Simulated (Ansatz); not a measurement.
# Cs2LiMoF6: the cost of one run

All numbers are computed with the Python package of Ansatz 0.2.0. Level of theory: DFT PBE+D3(BJ) with three-body term, plane waves, PAW.

## 1. The structure

Cs2LiMoF6 Fm-3m: The structure is cubic, space group Fm-3m (No. 225). The conventional cell has a = 8.798 Å, b = 8.798 Å, c = 8.798 Å, α = 90.00°, β = 90.00°, γ = 90.00°. Cs (site symmetry -43m) is surrounded by 12 F at 3.11 Å. Li (site symmetry m-3m) is surrounded by 6 F at 2.30 Å. Mo (site symmetry m-3m) has 6 F at 2.10 Å as nearest neighbours. Only part of the 4 independent sites is listed.

Li Im-3m: The structure is cubic, space group Im-3m (No. 229). Conventional cell: a = 3.509 Å, b = 3.509 Å, c = 3.509 Å, α = 90.00°, β = 90.00°, γ = 90.00°. Li (site symmetry m-3m) has 8 Li at 3.04 Å as nearest neighbours.

Cs2MoF6 Fm-3m: The structure is cubic, space group Fm-3m (No. 225). Conventional cell: a = 8.798 Å, b = 8.798 Å, c = 8.798 Å, α = 90.00°, β = 90.00°, γ = 90.00°. Cs (site symmetry -43m) has 12 F at 3.11 Å as nearest neighbours. Mo (site symmetry m-3m) has 6 F at 2.10 Å as nearest neighbours. F (site symmetry 4mm) has 1 Mo at 2.10 Å as nearest neighbours.

cs2limof6_cs2limof6.vasp, read by the script:

```text
Cs2LiMoF6
1.0
   0.00000000    4.39897318    4.39897318
   4.39897318    0.00000000    4.39897318
   4.39897318    4.39897318    0.00000000
Cs Li Mo F
2 1 1 6
Direct
   0.25000000    0.25000000    0.25000000
   0.75000000    0.75000000    0.75000000
   0.50000000    0.50000000    0.50000000
   0.00000000    0.00000000    0.00000000
   0.23895100    0.23895100    0.76104900
   0.23895100    0.76104900    0.76104900
   0.76104900    0.76104900    0.23895100
   0.23895100    0.76104900    0.23895100
   0.76104900    0.23895100    0.76104900
   0.76104900    0.23895100    0.23895100
```

cs2limof6_li.xyz, read by the script:

```xyz
1
Lattice="-1.75465 1.75465 1.75465 1.75465 -1.75465 1.75465 1.75465 1.75465 -1.75465" Properties=species:S:1:pos:R:3 pbc="T T T"
Li    0.00000000    0.00000000    0.00000000
```

## 2. The code

Input file cs2limof6.py:

```python
"""Removing Li from Cs2LiMoF6: voltage and change of volume, after relaxing atoms and volume at fixed cell shape."""

from collections import Counter
import warnings

import ansatz as az
from ase.io import read
import numpy as np

POLARISED = {"Cs2MoF6", "Cs2LiMoF6"}


def ground_state(name, crystal):
    calc = (
        crystal.calculation()
        .functional("pbe", dispersion="d3bjatm")
        .basis(420)
        .kpoints(spacing=0.33)
        .occupations("fermi_dirac", width=0.1)
        .band_table()
    )
    if name in POLARISED:
        calc = calc.spin("collinear")
    calc = calc.relax(force_tolerance=0.01, fix_cell=["shape"])
    return calc.run()


def counts(outcome):
    return Counter(site.symbol for site in outcome.lattice.sites)


def gap_ev(outcome):
    # nan where the run reports no band edges: a metal, overlapping bands, or a gap that is small against the smearing
    edges = outcome.report.get("band_edges_ev")
    return edges[1] - edges[0] if edges else float("nan")

warnings.simplefilter("ignore", az.DeckWarning)

phases = {}
atoms = read("cs2limof6_cs2limof6.vasp", format="vasp")
cs2limof6 = az.Crystal.from_ase(atoms).moments(Mo=1.0)
phases["Cs2LiMoF6"] = cs2limof6
li = az.Crystal.from_extxyz("cs2limof6_li.xyz")
phases["Li"] = li
# the host keeps the framework and loses every mobile ion
host = phases["Cs2LiMoF6"].resolved()
for site in phases["Cs2LiMoF6"].resolved().sites:
    if site.symbol == "Li":
        host = host.vacancy("Li", at=site.position)
phases["Cs2MoF6"] = host.resolved()

done = {name: ground_state(name, crystal) for name, crystal in phases.items()}

full, empty, metal = done["Cs2LiMoF6"], done["Cs2MoF6"], done["Li"]
n = counts(full)["Li"]
reaction = full.report["energy_sigma0_ev"] - empty.report["energy_sigma0_ev"] - n * metal.report["energy_sigma0_ev"] / len(metal.lattice.sites)
voltage = -reaction / n
v_full, v_empty = (abs(np.linalg.det(o.lattice.cell_ang)) for o in (full, empty))
print(f"average voltage {voltage:.3f} V for {n} Li per cell")
print(f"cell volume {v_empty:.2f} -> {v_full:.2f} A^3 on insertion ({100 * (v_full / v_empty - 1):+.1f} %)")
print("gaps on the mesh (eV): full", round(gap_ev(full), 2), "empty", round(gap_ev(empty), 2))
for o in (full, empty):
    print([f"{s.symbol}{m:+.2f}" for s, m in zip(o.lattice.sites, o.report["site_moments_mub"]) if abs(m) > 0.05])
```

## 3. What the engine is handed

The engine receives this input (first run):

```yaml
crystal:
  lattice:
    - [0.0, 4.39897318, 4.39897318]
    - [4.39897318, 0.0, 4.39897318]
    - [4.39897318, 4.39897318, 0.0]
  atoms:
    - { symbol: Cs, position: [0.25, 0.25, 0.25] }
    - { symbol: Cs, position: [0.75, 0.75, 0.75] }
    - { symbol: Li, position: [0.5, 0.5, 0.5] }
    - { symbol: Mo, position: [0.0, 0.0, 0.0] }
    - { symbol: F, position: [0.23895099999999997, 0.23895099999999997, 0.761049] }
    - { symbol: F, position: [0.23895100000000002, 0.761049, 0.761049] }
    - { symbol: F, position: [0.761049, 0.761049, 0.23895100000000002] }
    - { symbol: F, position: [0.23895099999999997, 0.761049, 0.23895099999999997] }
    - { symbol: F, position: [0.761049, 0.23895100000000002, 0.761049] }
    - { symbol: F, position: [0.761049, 0.23895099999999997, 0.23895099999999997] }
basis:
  ecutwfc: 420.0
kpoints:
  mp_grid:
    kspacing: 0.33
hamiltonian:
  xc: pbe
  dispersion: d3bjatm
magnetization:
  spin_polarized: true
  per_species:
    Mo: 1.0
scf:
  occupations:
    method: fermi_dirac
    width: 0.1
relax:
  f_tol: 0.01
  cell:
    fix: [shape]
output:
  eigenvalues: true
```

## 4. Running it

Command:

```console
> python cs2limof6.py
```

Q: Estimate wall time and peak memory on 1 thread of Arm Neoverse V1, shared host.

About 3 min, with a peak of 0.72 GiB.
